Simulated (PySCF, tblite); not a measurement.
# C₂H₁₁NO₃Si₃: geometry, infrared bands and NMR shifts

Wanted: the infrared bands and NMR shifts of C₂H₁₁NO₃Si₃ (`CC(=O)N[SiH2]O[SiH2]O[SiH3]`), by calculation.

Computed with tblite 0.8.0 and PySCF 2.14.0, with density-fitted response routines of our own, on a single molecule in the gas phase. Atoms are numbered from 0 throughout.

## 1. The starting structure

20 atoms, charge 0, multiplicity 1; geometry from: force field or distance geometry start.

Bonds of the start (Å): C0–C1 1.46, C1–O2 1.28, C1–N3 1.42, N3–Si4 1.82, Si4–O5 1.72, O5–Si6 1.70, Si6–O7 1.73, O7–Si8 1.73, C0–H9 1.09, C0–H10 1.13, C0–H11 1.13, N3–H12 1.04, Si4–H13 1.45, Si4–H14 1.47, Si6–H15 1.47, Si6–H16 1.47, Si8–H17 1.48, Si8–H18 1.47, Si8–H19 1.45.

## 2. Geometry optimisation with GFN2-xTB

Job settings and geometry (Å):

```
{"job": {"kind": "relax", "xc": "GFN2-xTB", "basis": "xTB"}, "charge": 0, "multiplicity": 1}
C     -4.507000     0.312600    -0.590300
C     -3.234500    -0.108700    -0.004400
O     -3.164000    -0.676800     1.145500
N     -2.016000     0.101700    -0.697700
Si    -0.437400    -0.424900     0.030100
O      0.742600     0.017300    -1.146900
Si     2.147700     0.477000    -0.299200
O      3.562900    -0.068200    -1.123600
Si     4.730600    -0.343200     0.127300
H     -4.428000     1.076100    -1.358300
H     -5.140300     0.654500     0.286200
H     -4.977900    -0.599900    -1.053100
H     -2.038300     0.562900    -1.634300
H     -0.338100    -1.856800     0.225200
H     -0.154100     0.332500     1.258600
H      2.161400     1.926400    -0.074000
H      2.136300    -0.234500     0.986900
H      4.078700    -1.235300     1.113200
H      4.887800     0.961000     0.794900
H      5.982500    -0.863300    -0.398900
```

Launch:

```bash
OMP_NUM_THREADS=1 python probes_run.py task.json out
```

One launch serves the whole session: the jobs run in the order shown.

**Question.** This job is followed by: GFN2-xTB harmonic vibrations, gas phase; GIAO PBE0/pcSseg-1 NMR shielding, non-relativistic, gas phase. Predict these results of the whole session: strongest single infrared mode (GFN2-xTB); zero-point energy (GFN2-xTB); 13C shifts against TMS (PBE0/pcSseg-1); 1H shifts against TMS (PBE0/pcSseg-1, means over atoms taken as alike); 17O shifts against H2O (PBE0/pcSseg-1); 15N shifts against NH3 (PBE0/pcSseg-1); 29Si shifts against TMS (PBE0/pcSseg-1).

The runs gave:

| quantity | value |
| --- | --- |
| strongest single infrared mode (GFN2-xTB) | 1059 cm⁻¹, 765 km/mol |
| zero-point energy (GFN2-xTB) | 81.0 kcal/mol |
| 13C shifts against TMS (PBE0/pcSseg-1) | 178.9, 24.2 ppm |
| 1H shifts against TMS (PBE0/pcSseg-1, means over atoms taken as alike) | 5.50, 5.20, 4.93, 4.57, 2.01 ppm |
| 17O shifts against H2O (PBE0/pcSseg-1) | 444.4, 69.9, 40.9 ppm |
| 15N shifts against NH3 (PBE0/pcSseg-1) | 131.4 ppm |
| 29Si shifts against TMS (PBE0/pcSseg-1) | -42.2, -42.3, -44.1 ppm |

**Reading.** The optimisation took 271 steps and gained 2.116 eV; among the close pairs (by a distance rule), Si6–O7 changed most, from 1.726 to 1.611 Å. No mode is imaginary among the 54: a minimum at this level. The strongest single mode, at 1059 cm⁻¹, moves mainly O5. GFN2-xTB is a fitted tight-binding method: band positions and strengths are rough. Its intensities can rank the bands wrongly. At PBE0/pcSseg-1: Shielding is most anisotropic at O2 (span 658 ppm, paramagnetic term -515 ppm).
